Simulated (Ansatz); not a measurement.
# CH4NOSb: the cost of one run

Method: RKS B3LYP-D4/def2-SVPD, in Ansatz 0.2.0.

1 further run of the same task is left out (it didn't finish).

## 1. Starting point

Bond lengths: C1–N2 1.235 Å, N2–Sb3 2.060 Å, Sb3–O4 1.941 Å, C1–H5 1.146 Å, C1–H6 1.061 Å, Sb3–H7 1.778 Å, O4–H8 0.970 Å. Angles: C1–N2–Sb3 118.7°, N2–C1–H5 117.9°, N2–C1–H6 126.8°, H5–C1–H6 115.3°, N2–Sb3–O4 93.8°, N2–Sb3–H7 92.5°, O4–Sb3–H7 92.3°, Sb3–O4–H8 107.9°.

Structure file:

```xyz
8

C    -0.8448    1.3804    0.5076
N     0.1703    1.0878   -0.1312
Sb    1.1695   -0.6505    0.3429
O    -0.1376   -1.7904   -0.5297
H    -1.4112    2.3304    0.2078
H    -1.2843    0.8199    1.2939
H     2.1771   -0.5620   -1.1199
H     0.2532   -2.6727   -0.6271
```

## 2. End point A

File input.yaml:

```yaml
crystal:
  periodic: [false, false, false]
  atoms:
    - { symbol: C, position_ang: [-0.8448, 1.3804, 0.5076] }
    - { symbol: "N", position_ang: [0.1703, 1.0878, -0.1312] }
    - { symbol: Sb, position_ang: [1.1695, -0.6505, 0.3429] }
    - { symbol: O, position_ang: [-0.1376, -1.7904, -0.5297] }
    - { symbol: H, position_ang: [-1.4112, 2.3304, 0.2078] }
    - { symbol: H, position_ang: [-1.2843, 0.8199, 1.2939] }
    - { symbol: H, position_ang: [2.1771, -0.562, -1.1199] }
    - { symbol: H, position_ang: [0.2532, -2.6727, -0.6271] }
basis:
  gaussian: { orbitals: def2-SVPD }
hamiltonian:
  xc: b3lyp
  dispersion: d4
relax:
  f_tol: 0.02
  max_steps: 50
output:
  orbitals: {}
```

The run is started by

```sh
$ ansatz run input.yaml --threads 2 --pin off --max-ram 3072MiB --backend cpu --events-out ev --progress --plain --runs-dir out
```

Q: Estimate wall time and peak memory on 2 threads of Intel Xeon Gold 6455B (Sapphire Rapids), shared host.

About 46 s, with a peak of 0.36 GiB.
